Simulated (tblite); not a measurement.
# C3H7ClO3Si: the cost of one run

The runs use tblite 0.8.0 and PySCF 2.14.0, with density-fitted response routines of our own; the level of theory stands in each step. All values are computed, except where a source is named. Atoms count from 0, in the outputs and in this text.

## (1) The molecule as given

15 atoms, charge 0, multiplicity 1; geometry from: force field or distance geometry start.

Bonds of the start (Å): C0–O1 1.40, O1–C2 1.39, C2–O3 1.27, C2–O4 1.37, O4–C5 1.40, C5–Si6 1.85, Si6–Cl7 2.10, C0–H8 1.11, C0–H9 1.11, C0–H10 1.12, C5–H11 1.11, C5–H12 1.14, Si6–H13 1.48, Si6–H14 1.47.

## (2) Geometry optimisation with GFN2-xTB

What the job is given:

```
{"job": {"kind": "relax", "xc": "GFN2-xTB", "basis": "xTB"}, "charge": 0, "multiplicity": 1}
C     -3.093500    -0.481100    -0.520200
O     -2.041100    -0.363500     0.402800
C     -0.790500     0.139700     0.046100
O     -0.533400     0.548000    -1.130600
O      0.187100     0.219200     1.006800
C      1.487000     0.708200     0.800600
Si     2.483900    -0.196500    -0.463800
Cl     4.000100    -1.278200     0.495600
H     -3.891600    -1.171800    -0.174600
H     -2.627600    -0.821200    -1.471800
H     -3.497200     0.537500    -0.740400
H      1.491800     1.785100     0.546200
H      2.017700     0.648900     1.804800
H      3.113100     0.831800    -1.329000
H      1.689900    -1.098200    -1.305700
```

Run with:

```sh
OMP_NUM_THREADS=1 python probes_run.py task.json out
```

One launch serves the whole session: the jobs run in the order shown.

Q: Estimate the wall time of this first job on 1 thread of Arm Neoverse N1, shared host.

About 1.6 s.
